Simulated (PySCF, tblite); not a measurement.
# C7H16N2: geometry, infrared bands and NMR shifts

Wanted: the infrared bands and NMR shifts of C7H16N2 (`CN(C)N1CCCCC1`), by calculation.

Programs: tblite 0.8.0 and PySCF 2.14.0, with density-fitted response routines of our own. Each step states its level of theory. These are calculated values for one molecule in the gas phase, unless marked as measured. Atoms count from 0, in the outputs and in this text.

### 1 Starting geometry

25 atoms, charge 0, multiplicity 1; geometry from: force field or distance geometry start.

Bonds of the start (Å): C0–N1 1.45, N1–C2 1.45, N1–N3 1.46, N3–C4 1.45, C4–C5 1.53, C5–C6 1.53, C6–C7 1.53, C7–C8 1.53, C8–N3 1.48, C0–H9 1.10, C0–H10 1.10, C0–H11 1.11, C2–H12 1.11, C2–H13 1.09, C2–H14 1.10, C4–H15 1.09, C4–H16 1.10, C5–H17 1.09, C5–H18 1.11, C6–H19 1.09, C6–H20 1.09, C7–H21 1.09, C7–H22 1.10, C8–H23 1.10, C8–H24 1.10.

### 2 Optimising the geometry with GFN2-xTB

The job: settings as JSON, then the geometry in Å.

```
{"job": {"kind": "relax", "xc": "GFN2-xTB", "basis": "xTB"}, "charge": 0, "multiplicity": 1}
C     -2.533300     0.926300     0.583700
N     -1.701300    -0.251600     0.433600
C     -2.140800    -1.122000    -0.643800
N     -0.296200     0.153200     0.369600
C      0.198600     0.496500    -0.952400
C      1.620900     1.046500    -0.874000
C      2.558600     0.060600    -0.183000
C      1.991100    -0.361800     1.173300
C      0.549600    -0.868500     1.036200
H     -2.232300     1.528500     1.450800
H     -2.525200     1.565900    -0.307400
H     -3.585000     0.632300     0.771500
H     -3.164600    -1.486600    -0.423500
H     -1.509100    -2.004700    -0.750100
H     -2.188000    -0.592100    -1.610400
H      0.195000    -0.368600    -1.619000
H     -0.432000     1.272700    -1.410800
H      1.999900     1.259600    -1.877700
H      1.621800     1.998400    -0.312700
H      2.695100    -0.825100    -0.808700
H      3.544300     0.513100    -0.037800
H      2.013700     0.487600     1.862300
H      2.616200    -1.146100     1.617900
H      0.528300    -1.817800     0.476900
H      0.163800    -1.072300     2.045100
```

Command:

```console
$ OMP_NUM_THREADS=1 python probes_run.py task.json out
```

This one command runs all jobs of the session in turn.

The program printed:

```text
step      E/eV     max force
  0    -788.59762    1.151
  1    -788.65113    0.381
  2    -788.66871    0.290
  3    -788.68989    0.481
  4    -788.70865    0.470
  5    -788.71960    0.220
  6    -788.72523    0.161
  7    -788.72879    0.158
  8    -788.73134    0.112
  9    -788.73362    0.099
 10    -788.73601    0.105
 11    -788.73868    0.140
 12    -788.74143    0.129
 13    -788.74396    0.123
 14    -788.74625    0.103
 15    -788.74846    0.112
 16    -788.75068    0.146
 17    -788.75284    0.136
 18    -788.75484    0.103
 19    -788.75653    0.086
 20    -788.75776    0.077
 21    -788.75855    0.056
 22    -788.75908    0.053
 23    -788.75952    0.053
 24    -788.75995    0.050
 25    -788.76036    0.049
 26    -788.76077    0.055
 27    -788.76125    0.062
 28    -788.76182    0.058
 29    -788.76245    0.060
 30    -788.76308    0.058
 31    -788.76366    0.058
 32    -788.76420    0.061
 33    -788.76471    0.048
 34    -788.76520    0.053
 35    -788.76577    0.056
 36    -788.76648    0.076
 37    -788.76726    0.080
 38    -788.76785    0.045
 39    -788.76819    0.040
 40    -788.76843    0.037
 41    -788.76872    0.046
 42    -788.76905    0.045
 43    -788.76933    0.031
 44    -788.76953    0.030
 45    -788.76971    0.032
 46    -788.76993    0.038
 47    -788.77014    0.036
 48    -788.77030    0.027
 49    -788.77040    0.024
 50    -788.77049    0.021
 51    -788.77061    0.025
 52    -788.77075    0.024
 53    -788.77091    0.022
 54    -788.77105    0.021
 55    -788.77115    0.018
 56    -788.77121    0.017
 57    -788.77125    0.016
 58    -788.77129    0.012
 59    -788.77131    0.012
 60    -788.77134    0.012
 61    -788.77136    0.013
 62    -788.77138    0.012
 63    -788.77140    0.012
 64    -788.77142    0.009
```

Run time: 0.53 s. Hardware: 1 thread of Arm Neoverse V1, shared host.

Step by step: (not every step is listed)

```tsv
step	energy from step 0 (eV)	largest force (eV/Å)
0	0.0000	1.1513
1	-0.0535	0.3806
2	-0.0711	0.2895
3	-0.0923	0.4806
4	-0.1110	0.4702
5	-0.1220	0.2197
6	-0.1276	0.1610
7	-0.1312	0.1583
8	-0.1337	0.1122
13	-0.1463	0.1225
18	-0.1572	0.1032
23	-0.1619	0.0529
28	-0.1642	0.0584
33	-0.1671	0.0479
38	-0.1702	0.0451
43	-0.1717	0.0307
48	-0.1727	0.0270
53	-0.1733	0.0224
58	-0.1737	0.0117
59	-0.1737	0.0117
60	-0.1737	0.0119
61	-0.1737	0.0132
62	-0.1738	0.0124
63	-0.1738	0.0116
64	-0.1738	0.0094
```

Distances of close pairs at the start and the end, largest changes first:

```tsv
bond	before (Å)	after (Å)	change (Å)
N1–N3	1.464	1.409	-0.055
N3–C8	1.484	1.449	-0.036
C2–H12	1.109	1.089	-0.019
C0–H11	1.108	1.089	-0.019
C5–H18	1.105	1.091	-0.014
C4–H15	1.092	1.105	+0.013
C0–H9	1.098	1.087	-0.011
C7–C8	1.534	1.526	-0.008
```

The final coordinates are the input of the step that follows.

### 3 Harmonic vibrations with GFN2-xTB

The job: settings as JSON, then the geometry in Å.

```
{"job": {"kind": "ir", "xc": "GFN2-xTB", "basis": "xTB"}, "charge": 0, "multiplicity": 1}
C     -2.447161     0.981223     0.550802
N     -1.654752    -0.222109     0.418753
C     -2.188550    -1.124799    -0.585383
N     -0.283541     0.085178     0.320125
C      0.225005     0.450484    -0.991271
C      1.605574     1.079725    -0.822496
C      2.548111     0.094870    -0.137830
C      1.933929    -0.357407     1.183365
C      0.542660    -0.933195     0.935998
H     -1.964074     1.625677     1.281055
H     -2.565599     1.535904    -0.392232
H     -3.436493     0.705647     0.914029
H     -3.159384    -1.478808    -0.240417
H     -1.526204    -1.982788    -0.686506
H     -2.320557    -0.655247    -1.571771
H      0.303477    -0.422315    -1.665058
H     -0.458603     1.174011    -1.442519
H      1.997628     1.369837    -1.799515
H      1.509603     1.976518    -0.208439
H      2.699661    -0.773600    -0.784060
H      3.520793     0.559882     0.033903
H      1.844827     0.497712     1.854255
H      2.563539    -1.108996     1.662539
H      0.632254    -1.836631     0.305534
H      0.066923    -1.216629     1.876275
```

The program printed:

```text
mode    cm-1     km/mol
  1      93.6      0.49
  2     106.2      0.28
  3     184.5      0.29
  4     207.2      0.57
  5     228.0      0.50
  6     249.6      2.12
  7     266.7      1.55
  8     311.6      0.35
  9     362.8      0.89
 10     418.7      1.90
 11     437.9      0.89
 12     477.7      7.52
 13     491.1      7.55
 14     566.9      2.58
 15     785.1      9.75
 16     836.9      0.30
 17     884.5      3.91
 18     905.0      3.82
 19     937.8     12.33
 20     963.4      3.34
 21     980.7      0.28
 22     999.3      6.07
 23    1029.1      4.10
 24    1054.4      9.32
 25    1066.7      4.07
 26    1082.3      1.29
 27    1109.0      5.79
 28    1130.2      0.06
 29    1139.3      0.07
 30    1142.6      8.65
 31    1157.6      7.24
 32    1202.4      0.51
 33    1230.0      2.01
 34    1237.9      9.82
 35    1244.0      1.12
 36    1251.5      3.01
 37    1285.0      5.81
 38    1323.5      2.94
 39    1340.9      7.33
 40    1342.5      3.14
 41    1350.2      1.22
 42    1358.2      2.63
 43    1399.4      0.90
 44    1409.8      0.08
 45    1469.9      1.66
 46    1475.5      3.05
 47    1476.8      1.75
 48    1480.1      0.43
 49    1481.0      3.54
 50    1488.9      5.09
 51    1492.5      1.85
 52    1497.8      0.59
 53    1501.8      2.50
 54    2792.4     18.48
 55    2800.7    162.09
 56    2853.2     31.70
 57    2861.4    141.85
 58    2960.2     27.01
 59    2966.2     29.99
 60    2972.6     62.62
 61    2977.8     31.84
 62    2985.2    104.69
 63    2988.5     27.04
 64    2993.3     67.25
 65    3000.2     78.86
 66    3004.7      0.99
 67    3009.3     79.09
 68    3024.4     36.76
 69    3041.8     27.53
```

Run time: 1.1 s. Hardware: 1 thread of Arm Neoverse V1, shared host.

The strongest bands and the atoms that carry them (share of the mass-weighted mode):

```tsv
cm⁻¹	km/mol	atoms
2801	162.1	H15 60 %, H23 33 %
2861	141.8	H14 70 %, H10 22 %
2973	62.6	H17 65 %, H20 13 %
2985	104.7	H20 35 %, H22 33 %, H19 15 %
2993	67.2	H18 71 %
3000	78.9	H21 73 %
3009	79.1	H12 51 %, H11 41 %
3024	36.8	H13 92 %
```

### 4 Shielding tensors: PBE0/pcSseg-1

The job, as its differences from that of step 3:

```diff
@@ -1,2 +1,2 @@
-{"job": {"kind": "ir", "xc": "GFN2-xTB", "basis": "xTB"}, "charge": 0, "multiplicity": 1}
+{"job": {"kind": "nmr", "xc": "PBE0", "basis": "pcSseg-1"}, "charge": 0, "multiplicity": 1}
 C     -2.447161     0.981223     0.550802
```

With the program's defaults for keys left out, this is: GIAO PBE0/pcSseg-1 NMR shielding, non-relativistic, gas phase.

The program printed:

```text
coarse grid: 19648 points
cycle   1  E = -385.2220980341  dE =  1.053e+00  |g| = 4.343e-01  |ddm| = 4.315e+00
cycle   2  E = -385.2202253454  dE =  1.873e-03  |g| = 4.561e-01  |ddm| = 9.046e-01
cycle   3  E = -385.2731731423  dE = -5.295e-02  |g| = 5.923e-02  |ddm| = 4.649e-01
cycle   4  E = -385.2738122571  dE = -6.391e-04  |g| = 2.319e-02  |ddm| = 7.273e-02
cycle   5  E = -385.2739176962  dE = -1.054e-04  |g| = 8.760e-03  |ddm| = 2.760e-02
cycle   6  E = -385.2739329631  dE = -1.527e-05  |g| = 1.820e-03  |ddm| = 8.194e-03
cycle   7  E = -385.2739336182  dE = -6.550e-07  |g| = 4.401e-04  |ddm| = 1.758e-03
final grid: 186392 points
cycle   8  E = -385.3283770379  dE = -9.097e-05  |g| = 1.097e-02  |ddm| = 4.931e-02
cycle   9  E = -385.3283659462  dE =  1.109e-05  |g| = 1.288e-02  |ddm| = 2.327e-02
cycle  10  E = -385.3284083228  dE = -4.238e-05  |g| = 1.106e-03  |ddm| = 1.298e-02
cycle  11  E = -385.3284085579  dE = -2.351e-07  |g| = 4.038e-04  |ddm| = 1.387e-03
cycle  12  E = -385.3284085904  dE = -3.252e-08  |g| = 8.873e-05  |ddm| = 3.819e-04
cycle  13  E = -385.3284085918  dE = -1.391e-09  |g| = 3.106e-05  |ddm| = 1.054e-04
cycle  14  E = -385.3284085920  dE = -2.113e-10  |g| = 2.567e-06  |ddm| = 2.601e-05
converged SCF energy = -385.3284085920

GIAO shielding tensors (ppm)
atom      isotropic    diamagn.    paramagn.     s11        s22        s33       span
  0 C      139.705     246.164    -106.459    105.509    126.310    187.296     81.787
  1 N      174.980     320.196    -145.216    128.174    137.118    259.648    131.474
  2 C      151.541     247.434     -95.892    125.527    145.151    183.946     58.419
  3 N      151.059     325.593    -174.534    110.066    126.116    216.994    106.928
  4 C      140.725     248.882    -108.157    122.179    145.184    154.812     32.633
  5 C      155.988     246.887     -90.899    151.233    156.804    159.926      8.693
  6 C      157.670     248.542     -90.872    153.060    156.565    163.386     10.326
  7 C      155.469     247.104     -91.634    149.245    157.660    159.503     10.259
  8 C      128.664     246.595    -117.930    106.714    121.670    157.609     50.895
  9 H       28.970      30.955      -1.985     24.871     27.127     34.912     10.042
 10 H       29.288      30.757      -1.469     25.219     27.798     34.848      9.629
 11 H       29.243      29.358      -0.115     24.898     26.332     36.499     11.601
 12 H       29.612      29.425       0.188     25.250     26.843     36.744     11.494
 13 H       29.051      31.420      -2.369     24.142     28.366     34.644     10.502
 14 H       29.855      30.828      -0.973     25.346     28.661     35.558     10.212
 15 H       29.852      33.297      -3.446     24.785     30.558     34.213      9.428
 16 H       28.755      33.325      -4.570     23.429     29.734     33.103      9.674
 17 H       30.106      29.826       0.280     25.101     27.934     37.282     12.181
 18 H       30.235      31.308      -1.072     26.391     28.420     35.895      9.504
 19 H       30.796      30.728       0.069     27.687     28.137     36.565      8.878
 20 H       30.061      28.761       1.300     25.358     27.400     37.426     12.067
 21 H       30.077      31.029      -0.952     26.508     28.051     35.670      9.161
 22 H       30.142      29.384       0.758     25.237     27.694     37.496     12.259
 23 H       29.311      32.447      -3.135     24.524     29.912     33.499      8.975
 24 H       28.703      32.004      -3.302     24.354     28.289     33.465      9.111
```

Run time: 50 s. Hardware: 1 thread of Arm Neoverse V1, shared host; peak memory 1.2 GiB.

Shifts follow as δ = σ(reference) − σ, with reference shieldings (ppm) from runs at the same level and on the same kind of geometry: ¹H TMS 31.72, ¹³C TMS 186.9, ¹⁵N NH3 267.7. The references are single molecules in the gas phase, so shifts against H2O, NH3, PH3, H3PO4 or CFCl3 are not on the usual liquid scales and can be off by tens of ppm. Atoms listed in one row are averaged.

```tsv
atoms	environment	σ (ppm)	δ (ppm)	δ scaled to CDCl3
C4, C8	sp3 CH2 bonded to N	134.7	52.2	49.1
C0, C2	methyl carbon bonded to N	145.6	41.3	38.4
C5, C7	sp3 CH2 in a ring	155.7	31.2	28.5
C6	sp3 CH2 in a ring	157.7	29.3	26.6
H15, H16, H23, H24	hydrogen on an sp3 CH2 bonded to N	29.16	2.56	2.52
H9, H10, H11, H12, H13, H14	hydrogen on a methyl carbon bonded to N	29.34	2.38	2.35
H17, H18, H21, H22	hydrogen on an sp3 CH2 in a ring	30.14	1.58	1.59
H19, H20	hydrogen on an sp3 CH2 in a ring	30.43	1.29	1.32
N3	nitrogen bonded to 2 C, N, in a 6-membered ring	151.1	116.7	–
N1	nitrogen bonded to 2 C, N	175.0	92.7	–
```

The scaled column applies a straight-line fit of computed shieldings to shifts measured in CDCl3 (root-mean-square error 0.16 ppm for H, 1.9 ppm for C).

The run also stored atomic charges by several schemes (e):

```tsv
atoms	Mulliken	IAO	Hirshfeld	ESP fit
C0, C2	-0.08	-0.31	-0.08	-0.41
N1	-0.44	-0.17	-0.05	-0.15
N3	-0.48	-0.18	-0.05	-0.12
C4, C8	-0.01	-0.16	-0.04	-0.07
C5, C7	-0.19	-0.26	-0.07	-0.12
C6	-0.25	-0.26	-0.07	0.00
```

Mayer bond orders: C0–N1 0.97, N1–C2 0.96, N1–N3 0.98, N3–C4 0.93, C4–C5 1.03, C5–C6 1.05, C6–C7 1.04, C7–C8 1.04, C8–N3 0.94.

Ring of atoms N3, C4, C5, C6, C7, C8: NICS(0) -4.6, NICS(1) -3.1, NICS(1)zz 2.3 ppm (means of both faces).

### 5 What came out

| quantity | value |
| --- | --- |
| strongest single infrared mode (GFN2-xTB) | 2801 cm⁻¹, 162 km/mol |
| zero-point energy (GFN2-xTB) | 141.8 kcal/mol |
| ¹³C shifts against TMS (PBE0/pcSseg-1, means over atoms taken as alike) | 52.2, 41.3, 31.2, 29.3 ppm |
| ¹H shifts against TMS (PBE0/pcSseg-1, means over atoms taken as alike) | 2.56, 2.38, 1.58, 1.29 ppm |
| ¹⁵N shifts against NH3 (PBE0/pcSseg-1) | 116.7, 92.7 ppm |

**Reading.** Relaxing lowered the energy by 0.174 eV in 64 steps; the close pair that moved most is N1–N3, from 1.464 to 1.409 Å. No mode is imaginary among the 69: a minimum at this level. The strongest single mode, at 2801 cm⁻¹, moves mainly H15 and H23. GFN2-xTB is a fitted tight-binding method: band positions and strengths are rough. Its intensities can rank the bands wrongly. The most deshielded carbon is C4, C8 (mean) (sp3 CH2 bonded to N), at 52.2 ppm: pulled downfield by the heteroatom. H15, H16, H23, H24 (mean) (hydrogen on an sp3 CH2 bonded to N) lies farthest downfield among hydrogen, at 2.56 ppm; its carbon carries N, an electronegative neighbour. At PBE0/pcSseg-1: Shielding is most anisotropic at N1 (span 131 ppm, paramagnetic term -145 ppm).
